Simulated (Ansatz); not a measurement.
**C₃F₆O: taking an electron away**

The task here is to estimate one member of a computed series from the others.

Computed with Ansatz 0.2.0, Gaussian basis. Level: unrestricted cation, the program's frozen cores in correlated methods.

Levels to be run: UKS PBE-D4/def2-TZVPP; UKS r2SCAN-D4/def2-TZVPP; UKS PBE0-D4/def2-TZVPP; UKS B3LYP-D4/def2-TZVPP; UKS wB97X-V/def2-TZVPP; UKS wB97M-V/def2-TZVPP; UKS B2PLYP/def2-TZVPP; UHF-CCSD(T)/def2-TZVPP; UHF-MP2/def2-QZVPP; extrapolation to the limit; then −ε(HOMO) from the neutral's earlier runs with LDA (SPW92), PBE-D4, revPBE-D4, BLYP-D4, r2SCAN-D4, B97M-V, PBE0-D4, B3LYP-D4, r2SCANh-D4, r2SCAN0-D4, HSE06-D4, BHLYP-D4, CAM-B3LYP-D4, LC-ωPBE, ωB97X-V, ωB97M-V.

### The geometry

All runs share one geometry, relaxed beforehand with PBE0-D4 in a triple-zeta def2 set.

SMILES `FC(F)(F)C1(F)OC1(F)F`, 10 atoms, charge 0, spin multiplicity 1.

Atoms are counted from 1 here; the program's logs count them from 0.

Bond lengths: F1–C2 1.329 Å, C2–F3 1.323 Å, C2–F4 1.329 Å, C2–C5 1.525 Å, C5–F6 1.331 Å, C5–O7 1.411 Å, C5–C8 1.452 Å, O7–C8 1.372 Å, C8–F9 1.318 Å, C8–F10 1.319 Å. Angles: F1–C2–F3 109.0°, F1–C2–F4 108.6°, F1–C2–C5 109.6°, F3–C2–F4 108.8°, F3–C2–C5 111.1°, F4–C2–C5 109.8°, C2–C5–F6 110.5°, C2–C5–O7 116.7°, C2–C5–C8 126.2°, F6–C5–O7 115.5°, F6–C5–C8 119.5°, O7–C5–C8 57.2°, C5–O7–C8 62.9°, C5–C8–O7 59.9°, C5–C8–F9 124.6°, C5–C8–F10 120.4°, O7–C8–F9 117.0°, O7–C8–F10 116.5° and more.

The first run:

Input file in.yaml:

```yaml
crystal:
  periodic: [false, false, false]
  atoms:
    - {symbol: F, position_ang: [-1.701083, -0.946194, 0.935182]}
    - {symbol: C, position_ang: [-1.145307, -0.550290, -0.205706]}
    - {symbol: F, position_ang: [-0.637405, -1.603988, -0.824777]}
    - {symbol: F, position_ang: [-2.088495, -0.016372, -0.974025]}
    - {symbol: C, position_ang: [-0.067522, 0.488366, 0.084941]}
    - {symbol: F, position_ang: [-0.595960, 1.556577, 0.676785]}
    - {symbol: O, position_ang: [0.847061, 0.760737, -0.954607]}
    - {symbol: C, position_ang: [1.357370, 0.234859, 0.205457]}
    - {symbol: F, position_ang: [1.913906, -0.956977, 0.127080]}
    - {symbol: F, position_ang: [2.117426, 1.033283, 0.929670]}
basis:
  gaussian: {orbitals: def2-TZVPP}
total_charge: 1
magnetization: {spin_polarized: true, initial_magnetization: 1}
hamiltonian: {xc: pbe, dispersion: d4}
```

Among the steps run: Cation, UKS PBE-D4/def2-TZVPP; Cation, UKS r2SCAN-D4/def2-TZVPP; Cation, UKS PBE0-D4/def2-TZVPP; Cation, UKS B3LYP-D4/def2-TZVPP; Cation, UKS wB97X-V/def2-TZVPP; Cation, UKS wB97M-V/def2-TZVPP; Cation, UKS B2PLYP (frozen core)/def2-TZVPP; Cation, UHF-CCSD(T)/def2-TZVPP; Cation, UHF-MP2/def2-QZVPP.

One table of the session follows, with a row left open; its other results are not shown here.

Orbital estimates, from the neutral's runs:

| functional | −ε(HOMO) (eV) |
| --- | --- |
| LDA (SPW92) | 8.63 |
| PBE-D4 | 8.35 |
| revPBE-D4 | 8.24 |
| BLYP-D4 | 8.32 |
| r2SCAN-D4 | 8.72 |
| B97M-V | 8.84 |
| PBE0-D4 | 10.08 |
| B3LYP-D4 | 9.89 |
| r2SCANh-D4 | 9.37 |
| r2SCAN0-D4 | 10.33 |
| HSE06-D4 | 9.67 |
| BHLYP-D4 | ? |
| CAM-B3LYP-D4 | 11.65 |
| LC-ωPBE | 12.89 |
| ωB97X-V | 12.53 |
| ωB97M-V | 12.45 |

Estimate the missing values for BHLYP-D4.

Worked estimate for «−ε(HOMO) (eV)». Against the share of exact exchange, BLYP-D4 (0, 8.32), B3LYP-D4 (0.2, 9.89) give a slope of 7.85 per unit share; at 0.5 the line stands at 12.24.

The run gave: −ε(HOMO) (eV): 11.80. In «−ε(HOMO) (eV)» the line misses by +0.44.
